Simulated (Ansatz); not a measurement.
# TiNi: the cost of one run

Program: Ansatz 0.2.0. Level of theory: DFT, r2SCAN, PAW with Ansatz's default frozen-core files, scalar-relativistic. These are calculated values, not measurements.

## (1) The structure to begin with

Symmetry: Pm-3m, No. 221, cubic system. Conventional cell: a = 2.988 Å, b = 2.988 Å, c = 2.988 Å, α = 90.00°, β = 90.00°, γ = 90.00°. Ti (site symmetry m-3m) is surrounded by 8 Ni at 2.59 Å. Ni (site symmetry m-3m) has 8 Ti at 2.59 Å as nearest neighbours.

Coordinates:

```cif
data_structure
_symmetry_space_group_name_H-M 'P 1'
_symmetry_Int_Tables_number 1
_cell_length_a 2.9881
_cell_length_b 2.9881
_cell_length_c 2.9881
_cell_angle_alpha 90.000
_cell_angle_beta 90.000
_cell_angle_gamma 90.000
_cell_volume 26.68
loop_
_atom_site_label
_atom_site_type_symbol
_atom_site_fract_x
_atom_site_fract_y
_atom_site_fract_z
_atom_site_occupancy
Ti1 Ti 0.50000 0.50000 0.50000 1
Ni1 Ni 0.00000 0.00000 0.00000 1
```

Atoms are numbered in the order of the input: Ti1, Ni2.

## (2) Free moments from the typed start, PAW

Input file input.yaml:

```yaml
crystal:
  lattice:
    - [2.98806613, 0.0, 0.0]
    - [0.0, 2.98806613, 0.0]
    - [0.0, 0.0, 2.98806613]
  atoms:
    - { symbol: Ti, position: [0.5, 0.5, 0.5], spin: 1.0 }
    - { symbol: Ni, position: [0.0, 0.0, 0.0], spin: 1.5 }
magnetization:
  spin_polarized: true
kpoints:
  mp_grid: { grid: [11, 11, 11] }
scf:
  occupations: { method: fermi_dirac, width: 0.05 }
hamiltonian:
  xc: r2scan
  pseudopotentials: { kind: paw }
output:
  forces: true
  stress: true
  eigenvalues: true
  populations: true
  write_density: true
  write_potential: true
  elf: true
  volumetric_format: npy
```

The run is started by

```sh
$ ansatz run input.yaml --threads 1 --pin off --max-ram 3072MiB --backend cpu --events-out ev --progress --plain --runs-dir out
```

What time and memory should one allow on 1 thread of Arm Neoverse V1, shared host?

About 42 s, with a peak of 0.43 GiB.
